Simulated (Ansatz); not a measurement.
# LaPb3: stress in a strained cell

LaPb3 is deformed so: zz strain of -1 %. What stress and forces result, by LAPW, PAW and all-electron datasets made for the crystal?

Program: Ansatz 0.2.0. Level of theory: DFT PBEsol, scalar-relativistic. These are calculated values, not measurements.

## 1. Starting point

Symmetry: Pm-3m, No. 221, cubic system. Conventional cell: a = 4.906 Å, b = 4.906 Å, c = 4.906 Å, α = 90.00°, β = 90.00°, γ = 90.00°. Around La (site symmetry m-3m) lie 12 Pb at 3.47 Å. Pb (site symmetry 4/mmm) is surrounded by 4 La at 3.47 Å and 8 Pb at 3.47 Å.

As a file:

```
La Pb
1.0
     4.90600    0.00000    0.00000
     0.00000    4.90600    0.00000
     0.00000    0.00000    4.90600
La Pb
1 3
Direct
  0.00000 0.00000 0.00000
  0.00000 0.50000 0.50000
  0.50000 0.00000 0.50000
  0.50000 0.50000 0.00000
```

Atoms are numbered in the order of the input: La1, Pb2, Pb3, Pb4.

## 2. After the deformation

Space group Pm-3m before, P4/mmm after.

## 3. LAPW, all electrons

Input file input.yaml:

```yaml
crystal:
  lattice:
    - [4.906, 0.0, 0.0]
    - [0.0, 4.906, 0.0]
    - [0.0, 0.0, 4.85694]
  atoms:
    - { symbol: La, position: [0.0, 0.0, 0.0] }
    - { symbol: Pb, position: [0.0, 0.5, 0.5] }
    - { symbol: Pb, position: [0.5, 0.0, 0.5] }
    - { symbol: Pb, position: [0.5, 0.5, 0.0] }
kpoints:
  mp_grid: { grid: [7, 7, 7] }
  band_path:
    path:
      - [0.0, 0.0, 0.0]
      - [0.0, 0.5, 0.0]
      - [0.5, 0.5, 0.0]
      - [0.0, 0.0, 0.0]
      - [0.0, 0.0, 0.5]
      - [0.0, 0.5, 0.5]
      - [0.5, 0.5, 0.5]
      - [0.0, 0.0, 0.5]
      - [0.0, 0.5, 0.0]
    npoints: 5
scf:
  occupations: { method: fermi_dirac, width: 0.05 }
hamiltonian:
  xc: pbesol
  pseudopotentials: { kind: all_electron, lapw: { basis_error: 0.001 } }
output:
  forces: true
  stress: true
  eigenvalues: true
```

Started as:

```bash
$ ansatz run input.yaml --threads 1 --pin off --max-ram 4096MiB --backend cpu --events-out ev --progress --plain --runs-dir out
```

## 4. Frozen-core PAW

Input file input.yaml:

```yaml
crystal:
  lattice:
    - [4.906, 0.0, 0.0]
    - [0.0, 4.906, 0.0]
    - [0.0, 0.0, 4.85694]
  atoms:
    - { symbol: La, position: [0.0, 0.0, 0.0] }
    - { symbol: Pb, position: [0.0, 0.5, 0.5] }
    - { symbol: Pb, position: [0.5, 0.0, 0.5] }
    - { symbol: Pb, position: [0.5, 0.5, 0.0] }
kpoints:
  mp_grid: { grid: [7, 7, 7] }
scf:
  occupations: { method: fermi_dirac, width: 0.05 }
hamiltonian:
  xc: pbesol
  pseudopotentials: { kind: paw }
output:
  forces: true
  stress: true
  eigenvalues: true
  efg: { contact_densities: true }
  write_density: true
  write_potential: true
  elf: true
  volumetric_format: npy
```

## 5. Datasets made for this crystal

Edit input.yaml of step 4 so:

```diff
@@ -16,3 +16,3 @@
   xc: pbesol
-  pseudopotentials: { kind: paw }
+  pseudopotentials: { kind: all_electron, datasets: crystal }
 output:
@@ -22,5 +22 @@
   efg: { contact_densities: true }
-  write_density: true
-  write_potential: true
-  elf: true
-  volumetric_format: npy
```

(Steps that only read results are left out.)

Before running it: what results should come out? Wanted: pressure; largest shear or deviatoric stress.

The runs gave:

| quantity | value |
| --- | --- |
| pressure | LAPW -0.29, PAW -0.31, crystal datasets -0.29 GPa |
| largest shear or deviatoric stress (LAPW) | 0.34 GPa |

What this shows: The largest part of the stress beyond the pressure is 0.34 GPa in size, in the zz component; the atoms are carried along and not relaxed. No run of the undeformed cell stands beside it, so pressure and stress hold what the given cell had before the change, as far as its symmetry allows. PAW: stress within 0.02 GPa of LAPW. Crystal datasets: stress within 0.01 GPa of LAPW. Spin-orbit coupling is left out, though the cell holds Pb; in elements this heavy it can shift bands and gaps by tenths of an eV.
